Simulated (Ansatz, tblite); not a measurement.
**C34H34Si2: spin states and exact exchange**

Aim: set other spin states of C34H34Si2 against its singlet, on many levels of theory.

Method: as each input shows; program: Ansatz 0.2.0, Gaussian basis.

Plan: triplet, at the geometry of the singlet (GFN1-xTB, GFN2-xTB, PBE0-D4/def2-SVP, PBE-D4/def2-SVP); the singlet's energies come from earlier runs.

1 further run of the same task is left out (set aside as unsound or not needed).

## Step 1: The geometry

The singlet was relaxed beforehand with PBE-D4/def2-SVP.

70 atoms, charge 0, spin multiplicity 1.

Bond lengths: C1–Si2 1.891 Å, C1–H37 1.110 Å, C1–H38 1.109 Å, C1–H39 1.109 Å, Si2–C3 1.891 Å, Si2–C4 1.891 Å, Si2–C5 1.848 Å, C3–H40 1.109 Å, C3–H41 1.109 Å, C3–H42 1.110 Å, C4–H43 1.109 Å, C4–H44 1.109 Å, C4–H45 1.110 Å, C5–C6 1.236 Å, C6–C7 1.425 Å, C7–C8 1.419 Å, C7–C36 1.419 Å, C8–C9 1.396 Å and more. Angles: Si2–C1–H37 110.6°, Si2–C1–H38 111.0°, Si2–C1–H39 111.0°, H37–C1–H38 108.1°, H37–C1–H39 108.1°, H38–C1–H39 107.9°, C1–Si2–C3 110.4°, C1–Si2–C4 110.4°, C1–Si2–C5 108.6°, C3–Si2–C4 110.5°, C3–Si2–C5 108.5°, C4–Si2–C5 108.5°, Si2–C3–H40 111.0°, Si2–C3–H41 111.0°, Si2–C3–H42 110.7°, H40–C3–H41 107.9°, H40–C3–H42 108.1°, H41–C3–H42 108.1° and more.

## Step 2: Triplet at the fixed geometry, GFN1-xTB

Tight binding, by tblite at 300 K electronic temperature and without a spin-polarisation term:

```python
tblite.interface.Calculator('GFN1-xTB', numbers, positions, charge=0, uhf=2).singlepoint()
```

Energy -2549.7655 eV; 0.37 s.

## Step 3: Triplet at the fixed geometry, GFN2-xTB

Tight binding, by tblite at 300 K electronic temperature and without a spin-polarisation term:

```python
tblite.interface.Calculator('GFN2-xTB', numbers, positions, charge=0, uhf=2).singlepoint()
```

Energy -2539.4016 eV; 0.32 s.

## Step 4: Triplet at the fixed geometry, PBE0-D4/def2-SVP

in.yaml

```yaml
crystal:
  periodic: [false, false, false]
  atoms:
    - {symbol: C, position_ang: [13.074427, -1.502364, -0.727913]}
    - {symbol: Si, position_ang: [12.439927, 0.271929, -0.567212]}
    - {symbol: C, position_ang: [13.096471, 1.063935, 1.019220]}
    - {symbol: C, position_ang: [12.947696, 1.292246, -2.075777]}
    - {symbol: C, position_ang: [10.594800, 0.231268, -0.482311]}
    - {symbol: C, position_ang: [9.360004, 0.203699, -0.425854]}
    - {symbol: C, position_ang: [7.936822, 0.172560, -0.360949]}
    - {symbol: C, position_ang: [7.267709, -0.084928, 0.863041]}
    - {symbol: C, position_ang: [5.873600, -0.114122, 0.920810]}
    - {symbol: C, position_ang: [5.082015, 0.110200, -0.230885]}
    - {symbol: C, position_ang: [3.603495, 0.078068, -0.163500]}
    - {symbol: C, position_ang: [2.826092, -0.350333, -1.264540]}
    - {symbol: C, position_ang: [1.430674, -0.380348, -1.201089]}
    - {symbol: C, position_ang: [0.739089, 0.015892, -0.032997]}
    - {symbol: C, position_ang: [-0.739639, -0.016184, 0.034347]}
    - {symbol: C, position_ang: [-1.414458, -0.296270, 1.244959]}
    - {symbol: C, position_ang: [-2.809849, -0.327599, 1.308344]}
    - {symbol: C, position_ang: [-3.603520, -0.078323, 0.164725]}
    - {symbol: C, position_ang: [-5.082197, -0.110464, 0.232022]}
    - {symbol: C, position_ang: [-5.871737, 0.727312, -0.591116]}
    - {symbol: C, position_ang: [-7.265904, 0.701451, -0.531370]}
    - {symbol: C, position_ang: [-7.936519, -0.172959, 0.361382]}
    - {symbol: C, position_ang: [-9.359808, -0.203895, 0.426178]}
    - {symbol: C, position_ang: [-10.594647, -0.230828, 0.481818]}
    - {symbol: Si, position_ang: [-12.439823, -0.271146, 0.565434]}
    - {symbol: C, position_ang: [-12.992813, -2.070339, 0.745116]}
    - {symbol: C, position_ang: [-12.997133, 0.740841, 2.062685]}
    - {symbol: C, position_ang: [-13.128226, 0.476887, -1.028653]}
    - {symbol: C, position_ang: [-7.150313, -1.014714, 1.189074]}
    - {symbol: C, position_ang: [-5.756702, -0.979923, 1.121992]}
    - {symbol: C, position_ang: [-2.928535, 0.202891, -1.045734]}
    - {symbol: C, position_ang: [-1.533111, 0.232074, -1.109407]}
    - {symbol: C, position_ang: [1.516171, 0.443960, 1.068184]}
    - {symbol: C, position_ang: [2.911573, 0.474580, 1.004484]}
    - {symbol: C, position_ang: [5.755126, 0.366444, -1.449322]}
    - {symbol: C, position_ang: [7.148657, 0.397990, -1.518586]}
    - {symbol: H, position_ang: [14.183018, -1.517536, -0.781984]}
    - {symbol: H, position_ang: [12.763307, -2.115698, 0.141900]}
    - {symbol: H, position_ang: [12.677839, -1.984444, -1.644340]}
    - {symbol: H, position_ang: [12.784168, 0.483558, 1.911023]}
    - {symbol: H, position_ang: [12.714385, 2.098489, 1.134327]}
    - {symbol: H, position_ang: [14.205585, 1.105157, 1.006204]}
    - {symbol: H, position_ang: [12.563095, 2.329613, -2.001376]}
    - {symbol: H, position_ang: [12.548302, 0.846155, -3.009144]}
    - {symbol: H, position_ang: [14.053228, 1.339723, -2.162407]}
    - {symbol: H, position_ang: [7.863683, -0.272329, 1.768183]}
    - {symbol: H, position_ang: [5.383183, -0.344422, 1.878574]}
    - {symbol: H, position_ang: [3.327767, -0.704551, -2.177463]}
    - {symbol: H, position_ang: [0.862917, -0.756920, -2.065108]}
    - {symbol: H, position_ang: [-0.831215, -0.511878, 2.152810]}
    - {symbol: H, position_ang: [-3.298026, -0.532559, 2.272935]}
    - {symbol: H, position_ang: [-5.378829, 1.435697, -1.273625]}
    - {symbol: H, position_ang: [-7.860214, 1.368813, -1.172219]}
    - {symbol: H, position_ang: [-14.099432, -2.136024, 0.800698]}
    - {symbol: H, position_ang: [-12.574438, -2.523891, 1.666487]}
    - {symbol: H, position_ang: [-12.654330, -2.678046, -0.118399]}
    - {symbol: H, position_ang: [-12.580292, 0.323271, 3.001535]}
    - {symbol: H, position_ang: [-14.104034, 0.738776, 2.145729]}
    - {symbol: H, position_ang: [-12.659602, 1.793685, 1.978363]}
    - {symbol: H, position_ang: [-12.790960, -0.097862, -1.914945]}
    - {symbol: H, position_ang: [-12.790202, 1.525686, -1.152985]}
    - {symbol: H, position_ang: [-14.238080, 0.471968, -1.016416]}
    - {symbol: H, position_ang: [-7.654470, -1.706101, 1.879763]}
    - {symbol: H, position_ang: [-5.173629, -1.665247, 1.755153]}
    - {symbol: H, position_ang: [-3.510703, 0.384424, -1.961643]}
    - {symbol: H, position_ang: [-1.044613, 0.470950, -2.066048]}
    - {symbol: H, position_ang: [1.013533, 0.797370, 1.980951]}
    - {symbol: H, position_ang: [3.478353, 0.851954, 1.868732]}
    - {symbol: H, position_ang: [5.170130, 0.573460, -2.358053]}
    - {symbol: H, position_ang: [7.651185, 0.609283, -2.473780]}
basis:
  gaussian: {orbitals: def2-SVP, fitting: {mean_field: def2-universal-jkfit}}
magnetization: {spin_polarized: true, initial_magnetization: 2}
hamiltonian: {xc: pbe0, dispersion: d4}
scf: {omitted_lower_state_checks: [starts]}
output: {orbitals: {seedname: orbitals}}
```

The run is started by

```console
$ ansatz run in.yaml --threads 2 --pin off --events-out ev --progress --plain --max-ram 32768MiB --backend cuda --devices 0, --max-vram 18GiB
```

Output:

```text
Functional definition: PBE0
  name "PBE0"
  cite "Adamo & Barone, J. Chem. Phys. 110, 6158 (1999) doi:10.1063/1.478522"
  cite "Perdew, Burke & Ernzerhof, Phys. Rev. Lett. 77, 3865 (1996) doi:10.1103/PhysRevLett.77.3865"
  parent pbe
  parameter a = 0.25
  parameter kappa = 0.804
  parameter beta = 0.06672455060314922
  exchange = (1 - a)*pbe_x(kappa = kappa, mu = beta*pi^2/3) + a*exact_x
  correlation = pbe_c(beta = beta)
these checks for a lower state are left out or cut short: starts
3418 factors; integrals over basis functions are off by at most 2.5e-1 eV
mean field evaluation 1: about -51447.7870 eV, gradient 8.5e1 eV
mean field evaluation 2: about -51451.3201 eV, gradient 8.0e1 eV
mean field evaluation 4: about -51485.2187 eV, gradient 4.8e0 eV
mean field evaluation 8: about -51485.3864 eV, gradient 6.6e-1 eV
mean field evaluation 16: about -51485.3788 eV, gradient 4.6e-2 eV
mean field evaluation 32: about -51485.4171 eV, gradient 1.8e-5 eV
mean field -51485.41706023 eV, -1892.0541788943 hartree, gradient 1.2e-5 eV, S^2 2.028356; 0 other end points of the search recorded, 0 dependent functions left out
reference -51485.41715466 eV, -1892.0541823646 hartree; 134, 132 occupied and 548, 550 virtual orbitals, 3418 factors
Total energy: -51487.56620220 eV, -1892.1331584051 hartree
Checks for a lower state left out: starts
```

Wall time 24 s (1 × H100 (card shared with other runs) with 2 threads of AMD EPYC 7R13, shared host); peak host memory 1.4 GiB.

Report: HOMO -3.26 eV, LUMO -4.65 eV (over both spins; with the spin held, an empty level of the minority spin lies below the top filled one); ⟨S²⟩ 2.028 (pure: 2.00).

## Step 5: Triplet at the fixed geometry, PBE-D4/def2-SVP

start.molden holds the orbitals of an earlier run on this state, given as this run's starting guess.

in.yaml: that of step 4 with these lines changed.

```diff
@@ -74,5 +74,5 @@
 basis:
-  gaussian: {orbitals: def2-SVP, fitting: {mean_field: def2-universal-jkfit}}
+  gaussian: {orbitals: def2-SVP, fitting: {mean_field: def2-universal-jkfit}, initial_orbitals: start.molden}
 magnetization: {spin_polarized: true, initial_magnetization: 2}
-hamiltonian: {xc: pbe0, dispersion: d4}
+hamiltonian: {xc: pbe, dispersion: d4}
 scf: {omitted_lower_state_checks: [starts]}
```

Launched as before.

Output:

```text
Functional definition: PBE
  name "PBE"
  cite "Perdew, Burke & Ernzerhof, Phys. Rev. Lett. 77, 3865 (1996) doi:10.1103/PhysRevLett.77.3865"
  parent pbe
  parameter kappa = 0.804
  parameter beta = 0.06672455060314922
  exchange = pbe_x(kappa = kappa, mu = beta*pi^2/3)
  correlation = pbe_c(beta = beta)
these checks for a lower state are left out or cut short: starts
3418 factors; integrals over basis functions are off by at most 2.5e-1 eV
mean field evaluation 1: about -51479.4602 eV, gradient 1.1e1 eV
mean field evaluation 2: about -51479.9859 eV, gradient 7.0e-1 eV
mean field evaluation 4: about -51480.0808 eV, gradient 4.0e-1 eV
mean field evaluation 8: about -51480.0993 eV, gradient 2.0e-2 eV
mean field evaluation 16: about -51480.0993 eV, gradient 2.7e-5 eV
mean field -51480.09932237 eV, -1891.8587556326 hartree, gradient 6.8e-6 eV, S^2 2.004303; 0 other end points of the search recorded, 0 dependent functions left out
reference -51480.09944056 eV, -1891.8587599759 hartree; 134, 132 occupied and 548, 550 virtual orbitals, 3418 factors
Total energy: -51482.59139142 eV, -1891.9503374810 hartree
Checks for a lower state left out: starts
```

Wall time 13 s (1 × H100 (card shared with other runs) with 2 threads of AMD EPYC 7R13, shared host); peak host memory 1.4 GiB.

HOMO -2.68 eV, LUMO -5.03 eV (over both spins; with the spin held, an empty level of the minority spin lies below the top filled one); ⟨S²⟩ 2.004 (pure: 2.00).

## Step 6: Triplet less singlet, vertical

The singlet's energies are those of its earlier runs, whose logs aren't repeated here.

| level | triplet less singlet, vertical (kJ/mol) | time |
| --- | --- | --- |
| GFN1-xTB | +244.3 | 0.62 s |
| GFN2-xTB | +247.6 | 0.55 s |
| PBE-D4/def2-SVP | +239.6 | 22 s |
| PBE0-D4/def2-SVP | +283.3 | 33 s |

Times add the two runs; a level without a time comes out of a correlated run. Tight binding without a spin term can't rank spin states.

## Step 7: Outcome

| quantity | value |
| --- | --- |
| triplet less singlet, vertical, functionals in def2-SVP | +239.6 (PBE-D4) to +283.3 kJ/mol (PBE0-D4) |

In words: All functionals put the triplet above the singlet, over a spread of 43.7 kJ/mol. The checks for a lower triplet were left out, so another state of that spin may lie lower. These are electronic energies, without zero-point motion, entropy or surroundings.
